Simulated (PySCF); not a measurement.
# S3Sm2 (Sm2(S)3): the cost of one run

Program: PySCF 2.14.0. Level of theory: r2SCAN, Sm lcecp-1-SVP with ECP51, S def2-SVP; scalar-relativistic core potentials, no spin–orbit coupling. These are calculated values, not measurements.

4 further runs of the same task are left out: 2 for a known fault of the program, 2 that didn't finish.

### Step 1. The starting structure

5 atoms, charge 0, spin multiplicity 1.

Bond lengths: Sm1–Sm2 3.389 Å, Sm1–S3 2.492 Å, Sm1–S4 2.492 Å, Sm1–S5 2.492 Å, Sm2–S3 2.492 Å, Sm2–S4 2.492 Å, Sm2–S5 2.492 Å. Angles: Sm2–Sm1–S3 47.2°, Sm2–Sm1–S4 47.2°, Sm2–Sm1–S5 47.2°, S3–Sm1–S4 78.8°, S3–Sm1–S5 78.8°, S4–Sm1–S5 78.8°, Sm1–Sm2–S3 47.2°, Sm1–Sm2–S4 47.2°, Sm1–Sm2–S5 47.2°, S3–Sm2–S4 78.8°, S3–Sm2–S5 78.8°, S4–Sm2–S5 78.8°, Sm1–S3–Sm2 85.7°, Sm1–S4–Sm2 85.7°, Sm1–S5–Sm2 85.7°.

Geometry (Å):

```xyz
5
charge 0, multiplicity 1
Sm    0.0000    0.0000    1.6945
Sm    0.0000    0.0000   -1.6945
S     1.8271    0.0000    0.0000
S    -0.9135    1.5823    0.0000
S    -0.9135   -1.5823    0.0000
```

Formal oxidation states: Sm +3. Each metal's 5 4f electrons lie in its core potential, so multiplicities, spins and levels count the valence alone.

### Step 2. SCF at the start, singlet

File run.py (the lines that set the calculation):

```python
mol = gto.M(atom='''
Sm     0.00000     0.00000     1.69450
Sm     0.00000     0.00000    -1.69450
S      1.82710     0.00000     0.00000
S     -0.91350     1.58230     0.00000
S     -0.91350    -1.58230     0.00000''',
    basis={'Sm': 'lcecp-1-SVP', 'S': 'def2-SVP'},
    ecp={'Sm': 'lcecp-1-SVP'},
    charge=0, spin=0)
mf = dft.RKS(mol, xc='R2SCAN')
mf.grids.atom_grid = (50, 194)  # f atoms: unpruned, at least (60, 302)
mf = mf.density_fit()  # fitting sets: Sm AutoAux, S def2-universal-JKFIT
mf.conv_tol = 1e-08; mf.max_cycle = 55
mf.kernel(dm0)  # dm0: free metal ions and neutral atoms
```

The run is started by

```console
OMP_NUM_THREADS=2 python run.py
```

What time and memory should one allow on 2 threads of Arm Neoverse V1, shared host?

About 9.4 s, with a peak of 0.65 GiB.
